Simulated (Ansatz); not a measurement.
The system is SiMo3.

```xyz
8
Lattice="4.8890 0.0000 0.0000 0.0000 4.8890 0.0000 0.0000 0.0000 4.8890" Properties=species:S:1:pos:R:3 pbc="T T T"
Mo    0.0000    2.4445    1.2223
Mo    0.0000    2.4445    3.6668
Mo    2.4445    1.2223    0.0000
Mo    3.6668    0.0000    2.4445
Mo    2.4445    3.6668    0.0000
Mo    1.2223    0.0000    2.4445
Si    2.4445    2.4445    2.4445
Si    0.0000    0.0000    0.0000
```

* Program: Ansatz 0.2.0
* Task: relaxation of cell and atoms
* Functional: RPBE
* Potentials or basis: Ansatz PAW
* Cutoff: 420 eV (not typed: the program's choice for these potentials)
* k mesh: 6 × 6 × 6
* Occupations: fermi-dirac, width 0.05 eV
* Spin: no spin polarisation

At the start: volume 14.61 Å³/atom.

Q: How do energy, volume and symmetry change on relaxing?

A: It ends after 4 steps and the volume is 14.96 Å³/atom (+2.4 %); space group Pm-3n (No. 223, to 0.05 Å).

Step by step:
```csv
step,energy change (eV),largest force (eV/Å),volume (Å³)
1,0.0000,0.0000,116.86
2,-0.0514,0.0000,119.85
3,-0.0516,0.0000,119.72
4,-0.0527,0.0000,119.72
```

Final structure:
```
Mo Si
1.0
     4.92855    0.00000    0.00000
     0.00000    4.92855    0.00000
     0.00000    0.00000    4.92855
Mo Si
6 2
Cartesian
  0.0000 2.4643 1.2321
  0.0000 2.4643 3.6964
  2.4643 1.2321 0.0000
  3.6964 0.0000 2.4643
  2.4643 3.6964 0.0000
  1.2321 0.0000 2.4643
  2.4643 2.4643 2.4643
  0.0000 0.0000 0.0000
```

Caveat: the plane-wave basis is chosen anew once the cell has moved, so the energies of steps on either side of that aren't comparable; the PAW data sets come from PBE, with cores solved anew for the run's functional, which leaves a small shift of forces and pressure.
